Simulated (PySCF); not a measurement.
# The bond of SiI, level by level

One job finds the state of SiI, follows it along the bond with each method and fits the curves.

Program: PySCF 2.14.0. Level of theory: Si cc-pV(D+d)Z, I cc-pVDZ-PP with ECP28, scalar-relativistic core potentials. These are calculated values, not measurements.

**1. The job**

A driver script around PySCF takes these settings:

- atoms: Si, I
- charge: 0
- basis: Si cc-pV(D+d)Z, I cc-pVDZ-PP with ECP28
- Hamiltonian: scalar-relativistic core potentials
- basis functions: 46
- electrons treated: 39
- masses in u: 27.9769, 126.9045
- levels: PBE0, PBE, r²SCAN, TPSSh, LDA, M06-L, ωB97X, HF, MP2, SCS-MP2, CCSD, CCSD(T)
- grid: 80 radial by 434 angular points
- occupations: held fixed by the projection of orbital angular momentum
- dissociation limit: Si + I, each in its ground configuration
- starting distance in angstrom: 2.425
- values of 2S to try: 1, 3

Run with:

```
> OMP_NUM_THREADS=1 python dia.py task.json out
```

The runs that follow: First curve: PBE0; Excited determinants; PBE (GGA); r²SCAN (meta-GGA); TPSSh (hybrid meta-GGA); LDA (local density); M06-L; ωB97X (range-separated hybrid); UHF (mean field); Adding correlation.

**Question.** What will these runs give? Wanted: for each run, Re; ωe; De; μ.

The runs gave:

Lowest PBE0 solution found, without spin–orbit coupling: ²Π (doublet), unpaired electrons π ↑. State 2 has its PBE0 minimum 2.47 eV higher. The other levels ran on the lowest alone.

| level | Re (Å) | ωe (cm⁻¹) | De (eV) | μ (D) |
| --- | --- | --- | --- | --- |
| UHF | 2.494 | 347 | 1.92 | -1.54 |
| UHF-MP2 | 2.470 | 363 | 2.86 | n/a |
| UHF-SCS-MP2 | 2.479 | 357 | 2.75 | n/a |
| UHF-CCSD | 2.480 | 356 | 2.67 | n/a |
| UHF-CCSD(T) | 2.482 | 355 | 2.78 | n/a |
| LDA | 2.447 | 364 | 4.00 | -0.33 |
| PBE | 2.477 | 350 | 3.45 | -0.43 |
| r²SCAN | 2.466 | 357 | 3.30 | -0.53 |
| M06-L | 2.459 | 359 | 3.34 | -0.11 |
| TPSSh | 2.469 | 354 | 3.30 | -0.59 |
| PBE0 | 2.459 | 362 | 3.27 | -0.66 |
| ωB97X | 2.447 | 371 | 3.12 | -0.70 |

De is counted to Si + I in their ground configurations. A positive dipole means Si(−)I(+).

Differences from CCSD(T) in the same basis:

| level | Re (mÅ) | ωe (%) |
| --- | --- | --- |
| UHF | +11 | -2.0 |
| UHF-MP2 | -12 | +2.4 |
| UHF-SCS-MP2 | -4 | +0.6 |
| UHF-CCSD | -2 | +0.4 |
| LDA | -35 | +2.7 |
| PBE | -5 | -1.3 |
| r²SCAN | -16 | +0.6 |
| M06-L | -24 | +1.3 |
| TPSSh | -13 | -0.1 |
| PBE0 | -24 | +2.2 |
| ωB97X | -35 | +4.8 |

In words: Against CCSD(T) in the same basis, the bond length is nearest at UHF-CCSD (-2 mÅ) and farthest at LDA and ωB97X (-35 mÅ); the wavenumber is nearest at TPSSh (-0.1 %) and farthest at ωB97X (+4.8 %). CCSD(T) in a basis this small is itself some way from its limit, more so than the functionals. Among the levels with a De in the table, it runs from 1.92 eV (UHF) to 4.00 eV (LDA).

Correlated steps freeze 9 core orbitals. Spin–orbit coupling is left out, which matters for elements this heavy, above all for dissociation energies. With spin–orbit coupling the term label itself may not hold.
